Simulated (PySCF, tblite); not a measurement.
**C8H9O radical: geometry, infrared bands and EPR parameters**

Wanted: the infrared bands and EPR parameters of C8H9O radical (`C=CC1=CC(=O)[CH]CC1`), by calculation.

The runs use tblite 0.8.0 and PySCF 2.14.0, with density-fitted response routines of our own; the level of theory stands in each step. All values are computed, except where a source is named. Atoms are numbered from 0 throughout.

## (1) The starting structure

18 atoms, charge 0, multiplicity 2; geometry from: force field or distance geometry start.

Bonds of the start (Å): C0–C1 1.32, C1–C2 1.45, C2–C3 1.36, C3–C4 1.46, C4–O5 1.28, C4–C6 1.47, C6–C7 1.50, C7–C8 1.51, C8–C2 1.47, C0–H9 1.07, C0–H10 1.08, C1–H11 1.09, C3–H12 1.06, C6–H13 1.13, C7–H14 1.11, C7–H15 1.10, C8–H16 1.08, C8–H17 1.11.

## (2) Geometry optimisation with GFN2-xTB

What the job is given:

```
{"job": {"kind": "relax", "xc": "GFN2-xTB", "basis": "xTB"}, "charge": 0, "multiplicity": 2}
C      2.691400    -0.843800    -0.335400
C      1.867100     0.110700    -0.734100
C      0.516400     0.200700    -0.216600
C     -0.222900     1.226400    -0.705200
C     -1.600500     1.425100    -0.264900
O     -2.259300     2.397000    -0.781000
C     -2.261000     0.551600     0.722300
C     -1.589200    -0.793700     0.662300
C     -0.087200    -0.720600     0.750800
H      3.702000    -0.957000    -0.676100
H      2.328000    -1.565500     0.374000
H      2.271200     0.824000    -1.453100
H      0.182300     1.913700    -1.398600
H     -2.097100     0.974100     1.752000
H     -1.961800    -1.372500     1.539400
H     -1.926900    -1.352600    -0.221200
H      0.308200    -1.717600     0.593800
H      0.130600    -0.293700     1.755400
```

Started as:

```bash
$ OMP_NUM_THREADS=1 python probes_run.py task.json out
```

One launch serves the whole session: the jobs run in the order shown.

**Question.** This job is followed by: GFN2-xTB harmonic vibrations, gas phase; UKS B3LYP, pcH-1 on C H O, non-relativistic, mean-field spin-orbit, GIAO. Predict these results of the whole session: strongest single infrared mode (GFN2-xTB); zero-point energy (GFN2-xTB); g(iso) (B3LYP); ⟨S²⟩; largest a(iso) (averaged by class); potential on the surface of density 0.002 e/bohr³, 1st and 99th percentile.

As calculated:

| quantity | value |
| --- | --- |
| strongest single infrared mode (GFN2-xTB) | 1562 cm⁻¹, 246 km/mol |
| zero-point energy (GFN2-xTB) | 89.5 kcal/mol |
| g(iso) (B3LYP) | 2.00467 |
| ⟨S²⟩ | 0.764 (exact 0.75) |
| largest a(iso) (averaged by class) | 1H on H14, H15, 88.0 MHz |
| potential on the surface of density 0.002 e/bohr³, 1st and 99th percentile | -1.97 V and 1.08 V |

**Reading.** Relaxing lowered the energy by 1.278 eV in 83 steps; the close pair that moved most is C4–C6, from 1.474 to 1.422 Å. All 48 modes are real, so the xTB geometry is a minimum. The strongest single mode, at 1562 cm⁻¹, moves mainly C4 and O5. GFN2-xTB is a fitted tight-binding method: band positions and strengths are rough. Its intensities can rank the bands wrongly. The largest share of the spin, 0.81 e, sits on C6. The isotropic g lies 2.3 ppt above the free-electron value. The conformer search found further structures of the same energy, which may be mirror or relabelled copies of this one.
